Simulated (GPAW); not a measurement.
# VGe3 (Pm-3n) in GPAW: equation of state with LDA

Aim: the equation of state of VGe3 with LDA.

Everything below comes from runs of GPAW 26.7.0. Logs are shortened: lines on timing, memory, paths and dates and some standing lists are left out, and cuts for length are marked. The log counts tension as positive stress, the text compression.

**1. The structure**

The structure is cubic, space group Pm-3n (No. 223). Conventional cell: a = 4.768 Å, b = 4.768 Å, c = 4.768 Å, α = 90.00°, β = 90.00°, γ = 90.00°. Ge (site symmetry -4m2) has 2 Ge at 2.38 Å and 4 V at 2.67 Å as nearest neighbours. Around V (site symmetry m-3) lie 12 Ge at 2.67 Å.

**2. Equation of state, LDA, collinear spin, ferromagnetic start**

Input file run.py:

```python
from ase import Atoms
from ase.eos import EquationOfState
from ase.io import Trajectory
from ase.units import GPa
from gpaw import GPAW, PW

atoms = Atoms(['Ge', 'Ge', 'Ge', 'Ge', 'Ge', 'Ge', 'V', 'V'],
              cell=[[4.768, 0.0, 0.0],
                    [0.0, 4.768, 0.0],
                    [0.0, 0.0, 4.768]],
              scaled_positions=[[0.0, 0.5, 0.25],
                                [0.0, 0.5, 0.75],
                                [0.5, 0.25, 0.0],
                                [0.75, 0.0, 0.5],
                                [0.5, 0.75, 0.0],
                                [0.25, 0.0, 0.5],
                                [0.5, 0.5, 0.5],
                                [0.0, 0.0, 0.0]],
              pbc=True)
atoms.set_initial_magnetic_moments([0.0, 0.0, 0.0, 0.0, 0.0, 0.0, 2.0, 2.0])

traj = Trajectory('eos.traj', 'w')
volumes, energies = [], []
for x in [0.94, 0.96, 0.98, 1.0, 1.02, 1.04, 1.06]:
    a = atoms.copy()
    a.set_cell(atoms.cell * x**(1 / 3), scale_atoms=True)
    calc = GPAW(mode=PW(600),
                xc='LDA',
                kpts={'size': (5, 5, 5), 'gamma': True},
                occupations={'name': 'fermi-dirac', 'width': 0.05},
                nbands=47,
                convergence={'density': 1e-05, 'energy': 1e-05},
                maxiter=150,
                txt=f'eos-{x:.2f}.txt')
    a.calc = calc
    energies.append(a.get_potential_energy(force_consistent=True))
    volumes.append(a.get_volume())
    p = -a.get_stress()[:3].mean() / GPa
    calc.write(f'eos-{x:.2f}.gpw')
    traj.write(a)
    print(f'{x:.2f} {volumes[-1]:10.4f} A^3 {energies[-1]:14.6f} eV {p:9.3f} GPa', flush=True)

v0, e0, B = EquationOfState(volumes, energies, eos='birchmurnaghan').fit()
print(f'V0 = {v0:.4f} A^3, E0 = {e0:.6f} eV, B0 = {B / GPa:.2f} GPa')
```

Potentials or basis: the program's PAW data sets (release 1.2.1) made for this functional, pw.

The run is started by

```bash
> OMP_NUM_THREADS=1 python run.py
```

What it wrote:

```text
__  _  _
 | _ |_)|_||  |
 |__||  | ||/\| - 26.7.0

Input parameters:
  mode=PW(ecut=600.0),
  convergence={'density': 1e-05, 'energy': 1e-05},
  kpts=MonkhorstPack(size=(5, 5, 5), gamma=True),
  maxiter=150,
  nbands=47,
  occupations=Occupations(name='fermi-dirac', width=0.05),
  xc=XC(name='LDA')

Diagonalizing LCAO Hamiltonian
Converting LCAO to pw mode
    .----------.
   /|          |
  / |          |
 * Ge          |
 |  |          |
 |  |   V      |
 | GGe---Ge----.
 | /     Ge   /
 |/    Ge    /
 V----------*

Atoms  # Å, Bohr magnetons
|   | symbol |        x |        y |        z |    initial magnetic moments |
|---|--------|----------|----------|----------|-----------------------------|
| 0 |     Ge | 0.000000 | 2.335333 | 1.167667 | ( 0.0000,  0.0000,  0.0000) |
| 1 |     Ge | 0.000000 | 2.335333 | 3.503000 | ( 0.0000,  0.0000,  0.0000) |
| 2 |     Ge | 2.335333 | 1.167667 | 0.000000 | ( 0.0000,  0.0000,  0.0000) |
| 3 |     Ge | 3.503000 | 0.000000 | 2.335333 | ( 0.0000,  0.0000,  0.0000) |
| 4 |     Ge | 2.335333 | 3.503000 | 0.000000 | ( 0.0000,  0.0000,  0.0000) |
| 5 |     Ge | 1.167667 | 0.000000 | 2.335333 | ( 0.0000,  0.0000,  0.0000) |
| 6 |      V | 2.335333 | 2.335333 | 2.335333 | ( 0.0000,  0.0000,  2.0000) |
| 7 |      V | 0.000000 | 0.000000 | 0.000000 | ( 0.0000,  0.0000,  2.0000) |

Unit cell  # Å
| periodic |        x |        y |        z |  lengths |    angles |
|----------|----------|----------|----------|----------|-----------|
|      yes | 4.670667 | 0.000000 | 0.000000 | 4.670667 | 90.000000 |
|      yes | 0.000000 | 4.670667 | 0.000000 | 4.670667 | 90.000000 |
|      yes | 0.000000 | 0.000000 | 4.670667 | 4.670667 | 90.000000 |

Number of symmetries: 24
Symmetry operations  # r_c * U_cc + t_c -> r_c
|    | kind |            matrix            |
|----|------|------------------------------|
|  0 |  E   |  1, 0, 0,  0, 1, 0,  0, 0, 1 |
|  1 |  σ   |  1, 0, 0,  0, 1, 0,  0, 0,-1 |
|  2 |  σ   |  1, 0, 0,  0,-1, 0,  0, 0, 1 |
|  3 |  C2  |  1, 0, 0,  0,-1, 0,  0, 0,-1 |
|  4 |  C3  |  0, 1, 0,  0, 0, 1,  1, 0, 0 |
|  5 |  S6  |  0, 1, 0,  0, 0, 1, -1, 0, 0 |
|  6 |  S6  |  0, 1, 0,  0, 0,-1,  1, 0, 0 |
|  7 |  C3  |  0, 1, 0,  0, 0,-1, -1, 0, 0 |
|  8 |  C3  |  0, 0, 1,  1, 0, 0,  0, 1, 0 |
|  9 |  S6  |  0, 0, 1,  1, 0, 0,  0,-1, 0 |
| 10 |  S6  |  0, 0, 1, -1, 0, 0,  0, 1, 0 |
| 11 |  C3  |  0, 0, 1, -1, 0, 0,  0,-1, 0 |
| 12 |  S6  |  0, 0,-1,  1, 0, 0,  0, 1, 0 |
| 13 |  C3  |  0, 0,-1,  1, 0, 0,  0,-1, 0 |
| 14 |  C3  |  0, 0,-1, -1, 0, 0,  0, 1, 0 |
| 15 |  S6  |  0, 0,-1, -1, 0, 0,  0,-1, 0 |
| 16 |  S6  |  0,-1, 0,  0, 0, 1,  1, 0, 0 |
| 17 |  C3  |  0,-1, 0,  0, 0, 1, -1, 0, 0 |
| 18 |  C3  |  0,-1, 0,  0, 0,-1,  1, 0, 0 |
| 19 |  S6  |  0,-1, 0,  0, 0,-1, -1, 0, 0 |
| 20 |  σ   | -1, 0, 0,  0, 1, 0,  0, 0, 1 |
| 21 |  C2  | -1, 0, 0,  0, 1, 0,  0, 0,-1 |
| 22 |  C2  | -1, 0, 0,  0,-1, 0,  0, 0, 1 |
| 23 |  i   | -1, 0, 0,  0,-1, 0,  0, 0,-1 |

BZ-sampling:
  Number of BZ points: 125
  Number of IBZ points: 11

  Monkhorst-Pack size: [5, 5, 5]
  Monkhorst-Pack shift: [0, 0, 0]

K-points  # in reciprocal-cell coordinates
|     |                                coordinates |     weight |
|-----|--------------------------------------------|------------|
|   0 | (  0.00000000,   0.00000000,   0.00000000) | 0.00800000 |
|   1 | (  0.20000000,   0.00000000,   0.00000000) | 0.04800000 |
|   2 | (  0.20000000,   0.20000000,   0.00000000) | 0.09600000 |
|   3 | (  0.20000000,   0.20000000,   0.20000000) | 0.06400000 |
|   4 | (  0.40000000,   0.00000000,   0.00000000) | 0.04800000 |
|   5 | (  0.40000000,   0.00000000,   0.20000000) | 0.09600000 |
|   6 | (  0.40000000,   0.20000000,   0.00000000) | 0.09600000 |
|   7 | (  0.40000000,   0.20000000,   0.20000000) | 0.19200000 |
|   8 | (  0.40000000,   0.40000000,   0.00000000) | 0.09600000 |
|   9 | (  0.40000000,   0.40000000,   0.20000000) | 0.19200000 |
| ... |                                            |            |
|  10 | (  0.40000000,   0.40000000,   0.40000000) | 0.06400000 |

Plane wave coefficients: 3430
Cutoff: 600.0 eV

Spin-components: 2 (collinear spins)
Bands:           47
Projectors:      42
Spin-degeneracy: 1
Datatype:        complex128

Parallelization:
  kpt:    1
  domain: 1
  band:   1

Density:
  Valence electrons: 50.0
  Components: 2
  Grid points: [27 27 27]
  Charge: 0.0  # |e|

Potential:
  Grid points: [27 27 27]

species:
  Ge:
    name:    Germanium
    Z:       32.0
    valence: 4
    core:    28
    charge:  0.0  # [|e|]
    compensation charges:
      type: gauss
      rc: 0.32  # [Å]
      lmax: 2
    cutoffs:
      filter: 1.77  # [Å]
      core: 3.42  # [Å]
    projectors
    | kind |    occ | energy [eV] | rcut [Å] |
    |------|--------|-------------|----------|
    |   4s |  2.000 |     -11.940 |    1.005 |
    |   4p |  2.000 |      -4.047 |    1.005 |
    |    s |        |      15.272 |    1.005 |
    |    p |        |      23.164 |    1.005 |
    |    d |        |       0.000 |    1.005 |

    Using partial waves for Ge as LCAO basis

  V:
    name:    Vanadium
    Z:       23.0
    valence: 13
    core:    10
    charge:  0.0  # [|e|]
    compensation charges:
      type: gauss
      rc: 0.37  # [Å]
      lmax: 2
    cutoffs:
      filter: 2.14  # [Å]
      core: 0.96  # [Å]
    projectors
    | kind |    occ | energy [eV] | rcut [Å] |
    |------|--------|-------------|----------|
    |   3s |  2.000 |     -69.819 |    1.254 |
    |   4s |  2.000 |      -4.846 |    1.254 |
    |   3p |  6.000 |     -43.961 |    1.281 |
    |   4p |  0.000 |      -1.526 |    1.281 |
    |   3d |  3.000 |      -5.381 |    1.169 |
    |    d |        |      21.830 |    1.169 |

    Using partial waves for V as LCAO basis

Reference energy: -393642.109955  # eV

eigensolver:
  PPCG
  Converge bands: occupied
  niter=2

density mixing:
  MSR1-Mixer
  Pratt-step length: 0.05
  Maximum mixing coefficient: 0.75
  Old densities: 10
  SVD Regularization: 0.005
  Good broyden scale: 1.0
  Trust region scale: 1.0
  Backstep threshold: 4.0
  History deletion threshold: 6.0
  Fourier metric: weight=20.0, sigma=0.015

occupation numbers:
  Fermi-Dirac:
    width: 0.0500  # eV

poisson solver:
  ecut: 4800.0  # eV

xc functional:
  name: None

convergence criteria:
- Maximum integral of absolute [dens]ity change: 1e-05 electrons / valence electron
- Maximum [total energy] change in last 3 cyles: 1e-05 eV / valence electron
- Maximum integral of absolute [eigenst]ate change: 4e-08 eV^2 / valence electron
maximum number of iterations: 150

SCF iterations
|iter     | |      energy | eigst |  dens |  magmom |
|---------|-|-------------|-------|-------|---------|
|iter:   1| |  -47.892858 | +0.47 |       |  +4.0093|
|iter:   2| |  -47.603667 | -1.45 | -0.91 |  +3.9267|
|iter:   3| |  -47.279238 | -2.49 | -1.01 |  +3.6395|
|iter:   4| |  -47.110959 | -2.70 | -1.16 |  +3.1520|
|iter:   5| |  -47.126832 | -2.83 | -1.45 |  +2.5995|
|iter:   6| |  -47.155783 | -3.30 | -1.85 |  +2.1738|
|iter:   7| |  -47.202041 | -3.27 | -2.01 |  +2.1400|
|iter:   8| |  -48.216592 | -2.03 | -1.77 |  +2.1840|
|iter:   9| |  -52.249980 | -1.08 | -1.20 |  +2.2368|
|iter:  10| |  -47.572160 | -1.29 | -0.87 |  +2.3429|
|iter:  11| |  -47.152123 | -2.39 | -1.36 |  +2.5933|
|iter:  12| |  -47.146886 | -3.21 | -1.66 |  +2.2736|
|iter:  13| |  -47.155985 | -3.66 | -2.08 |  +1.9749|
|iter:  14| |  -47.157656 | -4.75 | -2.27 |  +1.8782|
|iter:  15| |  -47.157988 | -4.32 | -2.44 |  +1.7314|
|iter:  16| |  -47.157910c| -5.68 | -3.14 |  +1.7022|
|iter:  17| |  -47.157812c| -6.07 | -3.39 |  +1.6797|
|iter:  18| |  -47.157813c| -7.46c| -3.94 |  +1.6787|
|iter:  19| |  -47.157805c| -8.14c| -4.38 |  +1.6770|
|iter:  20| |  -47.157807c| -8.38c| -4.46 |  +1.6769|
|iter:  21| |  -47.157811c| -8.50c| -4.77 |  +1.6776|
|iter:  22| |  -47.157813c| -8.77c| -5.12c|  +1.6780|

Converged in 22 steps
Energy contributions relative to reference atoms: (reference = -393642.109955)

Energy contributions:
  Kinetic:         190.850954
  Coulomb:        -153.624013
  Zero:              0.207180
  External:          0.000000
  Xc:              -84.564216
  Entropy:          -0.055436
  Spinorbit:         0.000000
  ----------------------------
  Free energy:     -47.185530
  Extrapolated:    -47.157813

dipole moment: (-41.816418, -41.816418, -41.816418)  # |e|*Ang

Total magnetic moment: (0.000000, 0.000000, 1.678006)

Local magnetic moments
|        x |        y |         z |
|----------|----------|-----------|
| 0.000000 | 0.000000 | -0.001730 |  # Ge   0
| 0.000000 | 0.000000 | -0.001730 |  # Ge   1
| 0.000000 | 0.000000 | -0.001730 |  # Ge   2
| 0.000000 | 0.000000 | -0.001730 |  # Ge   3
| 0.000000 | 0.000000 | -0.001730 |  # Ge   4
| 0.000000 | 0.000000 | -0.001730 |  # Ge   5
| 0.000000 | 0.000000 |  0.699980 |  # V    6
| 0.000000 | 0.000000 |  0.699982 |  # V    7

Fermi level: 12.403
Eigenvalues  # (at kpt = [0.000, 0.000, 0.000])
| band index |      eig [eV] | occ [0-1] |      eig [eV] | occ [0-1] |
|------------|---------------|-----------|---------------|-----------|
|          0 |       -51.006 |     1.000 |       -50.341 |     1.000 |
|        ... |               |           |               |           |
|         18 |         9.049 |     1.000 |         9.332 |     1.000 |
|         19 |         9.049 |     1.000 |         9.332 |     1.000 |
|         20 |         9.993 |     1.000 |        10.016 |     1.000 |
|         21 |         9.993 |     1.000 |        10.016 |     1.000 |
|         22 |         9.993 |     1.000 |        10.016 |     1.000 |
|         23 |        11.672 |     1.000 |        12.183 |     0.988 |
[... 8 lines left out ...]
|         32 |        14.285 |     0.000 |        14.705 |     0.000 |
|         33 |        17.131 |     0.000 |        17.613 |     0.000 |
|        ... |               |           |               |           |
|         46 |        24.293 |     0.000 |        24.405 |     0.000 |

No gap
No difference between direct/indirect transitions

Stress tensor  # eV/Ang^3
|         x |         y |         z |
|-----------|-----------|-----------|
| -0.197969 |  0.000000 |  0.000000 |
|  0.000000 | -0.197969 |  0.000000 |
|  0.000000 |  0.000000 | -0.197969 |

# Writing to eos-0.94.gpw (mode='')
```

Wall time 12 min (1 thread of Arm Neoverse V2, shared host); peak memory 0.45 GiB.

Results:

```
Equilibrium volume : 15.21 Å³/atom (rough: see the caveat)
Bulk modulus       : 118 GPa (rough)
```

Energy against volume, from the lowest point:
| volume (Å³/atom) | energy (meV/atom) |
| --- | --- |
| 12.736 | 187.92 |
| 13.007 | 138.59 |
| 13.278 | 97.48 |
| 13.549 | 63.76 |
| 13.820 | 36.70 |
| 14.091 | 15.64 |
| 14.362 | 0.00 |

Caveat: the minimum lies outside the volumes run.
